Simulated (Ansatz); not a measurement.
**GdHSe (P-6m2): which electronic and magnetic state is lowest**

The task here is to estimate one member of a computed series from the others.

Computed with Ansatz 0.2.0 (DFT PBEsol+U (U_eff = 6 eV on Gd 4f), scalar-relativistic, plane waves, PAW, unless a step's input says otherwise).

3 further runs of the same task are left out: 3 set aside as unsound or not needed. Runs told in other sessions of the task aren't counted.

## The starting structure

The structure is hexagonal, space group P-6m2 (No. 187). The conventional cell has a = 3.887 Å, b = 3.887 Å, c = 3.951 Å, α = 90.00°, β = 90.00°, γ = 120.00°. Gd (site symmetry -6m2) has 3 H at 2.24 Å and 6 Se at 2.99 Å in its first shell of neighbours. H (site symmetry -6m2) is surrounded by 3 Gd at 2.24 Å. Around Se (site symmetry -6m2) lie 6 H at 2.99 Å and 6 Gd at 2.99 Å.

Coordinates:

```xyz
3
Lattice="3.8865 0.0000 0.0000 -1.9433 3.3658 0.0000 0.0000 0.0000 3.9507" Properties=species:S:1:pos:R:3 pbc="T T T"
Gd    0.0000    0.0000    0.0000
H     0.0000    2.2439    0.0000
Se    1.9433    1.1219    1.9753
```

The cell is the database one, not relaxed. At PBEsol+U (U_eff = 6 eV on Gd 4f), an earlier run found -3.18 GPa for this cell of 17.227 Å³/atom (8×8×6 mesh), gap on the mesh 1.09 eV, spin moments in the atoms' spheres Gd 6.85; Se -0.06 μB. The cell is stretched at this level.

The first run:

input.yaml reads:

```yaml
crystal:
  lattice:
    - [3.8865174062, 0.0, 0.0]
    - [-1.9432587031, 3.3658228061, 0.0]
    - [0.0, 0.0, 3.9506918837]
  atoms:
    - { symbol: Gd, position: [0.0, 0.0, 0.0] }
    - { symbol: H, position: [0.3333333333, 0.6666666667, 0.0] }
    - { symbol: Se, position: [0.6666666667, 0.3333333333, 0.5] }
basis:
  ecutwfc: 420
  ecutrho_ratio: 4
kpoints:
  mp_grid: { grid: [8, 8, 6] }
hamiltonian:
  xc: pbesol
  hubbard: { sites: [{ species: Gd, l: f, u_eff: 6.0 }] }
scf:
  occupations: { method: gaussian, width: 0.05 }
output:
  forces: true
  stress: true
  eigenvalues: true
  populations: true
  hubbard: { sites: [{ species: Gd, l: f }] }
```

Launch:

```console
> ansatz run input.yaml --threads 4 --pin off --max-ram 9216MiB --backend cpu --events-out ev --progress --plain --runs-dir out
```

Steps of the session up to this table: No spin polarisation; Seeding on a coarse mesh: antiferromagnetic, doubled cell, propagation vector (0, 0, 1/2); Antiferromagnetic, doubled cell, propagation vector (0, 0, 1/2); Seeding on a coarse mesh: antiferromagnetic, doubled cell, propagation vector (0, 1/2, 0); Antiferromagnetic, doubled cell, propagation vector (0, 1/2, 0); Seeding on a coarse mesh: antiferromagnetic, doubled cell, propagation vector (0, 1/2, 1/2); Antiferromagnetic, doubled cell, propagation vector (0, 1/2, 1/2); Seeding on a coarse mesh: small parallel starting moments; Small parallel starting moments.

One table of the session follows, with a row left open; its other results are not shown here.

It belongs to the step «The magnetic starts side by side». 

| start | from the base state (meV/atom) | gap (eV) |
| --- | --- | --- |
| ferromagnetic | 0.0 | 1.09 |
| no spin polarisation | 3459.7 | metal |
| antiferromagnetic, doubled cell, propagation vector (0, 0, 1/2) | -1.1 | 1.48 |
| antiferromagnetic, doubled cell, propagation vector (0, 1/2, 0) | ? | ? |
| antiferromagnetic, doubled cell, propagation vector (0, 1/2, 1/2) | -1.1 | 1.40 |
| small parallel starting moments | 0.0 | 1.09 |

Q: Estimate the row for antiferromagnetic, doubled cell, propagation vector (0, 1/2, 0) from the others.

As computed: from the base state (meV/atom): -1.3; gap (eV): 1.41. In the column «from the base state (meV/atom)» it is the lowest.

Propagation vectors are in units of the typed cell's reciprocal vectors.

To keep in mind: Warnings in the runs' records: stability check not made, filled band counts differ across k points, given moment on shells.
